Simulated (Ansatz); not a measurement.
The system is MoSe.

```
CELL_PARAMETERS angstrom
3.47067 0.00000 0.00000
-1.73533 3.00569 0.00000
0.00000 0.00000 4.37280
ATOMIC_POSITIONS crystal
Mo 0.66667 0.33333 0.02544
Se 0.33333 0.66667 0.11843
```

The cell was built by a generator and needn't be a form met in nature.

```yaml
Program: Ansatz 0.2.0
Task: relaxation of cell and atoms
Functional: PBEsol
Dispersion: D4
Potentials_or_basis: Ansatz PAW
Cutoff: "420 eV (not typed: the program's choice for these potentials)"
k_mesh: 9 × 9 × 6
Occupations: fermi-dirac, width 0.05 eV
Spin: no spin polarisation
```

At the start: volume 22.81 Å³/atom.

How do energy, volume and symmetry change on relaxing?

It ends after 19 steps and the volume is 15.69 Å³/atom (-31.2 %); space group P-6m2 (No. 187, to 0.05 Å).

The path:
| step | energy change (eV) | largest force (eV/Å) | volume (Å³) |
| --- | --- | --- | --- |
| 1 | 0.0000 | 5.9420 | 45.62 |
| 2 | -3.0938 | 4.2410 | 50.01 |
| 3 | -4.2392 | 1.4099 | 50.99 |
| 4 | -4.7312 | 0.5984 | 46.94 |
| 5 | -5.2599 | 0.4514 | 42.45 |
| 6 | -5.8114 | 0.7931 | 38.35 |
| 7 | -6.3221 | 0.6137 | 34.60 |
| 8 | -6.4295 | 0.2009 | 33.41 |
| 9 | -6.4498 | 0.2138 | 32.74 |
| 10 | -6.4571 | 0.1296 | 32.26 |
| 11 | -6.4630 | 0.1062 | 32.00 |
| 12 | -6.4821 | 0.0231 | 31.54 |
| 13 | -6.4972 | 0.0244 | 31.10 |
| 14 | -6.4986 | 0.0001 | 31.45 |
| 15 | -6.4987 | 0.0003 | 31.38 |
| 16 | -6.4987 | 0.0001 | 31.39 |
| 17 | -6.4973 | 0.0001 | 31.39 |
| 18 | -6.4973 | 0.0001 | 31.38 |
| 19 | -6.4973 | 0.0001 | 31.38 |

Final structure:
```cif
data_structure
_symmetry_space_group_name_H-M 'P 1'
_symmetry_Int_Tables_number 1
_cell_length_a 3.1567
_cell_length_b 3.1567
_cell_length_c 3.6364
_cell_angle_alpha 90.000
_cell_angle_beta 90.000
_cell_angle_gamma 120.000
_cell_volume 31.38
loop_
_atom_site_label
_atom_site_type_symbol
_atom_site_fract_x
_atom_site_fract_y
_atom_site_fract_z
_atom_site_occupancy
Mo1 Mo 0.66667 0.33333 0.82194 1
Se1 Se 0.33333 0.66667 0.32194 1
```

Caveat: the volume moved by over 15 % at a fixed basis, so the end points are rough; the plane-wave basis is chosen anew once the cell has moved, so the energies of steps on either side of that aren't comparable; the PAW data sets come from PBE, with cores solved anew for the run's functional, which leaves a small shift of forces and pressure.
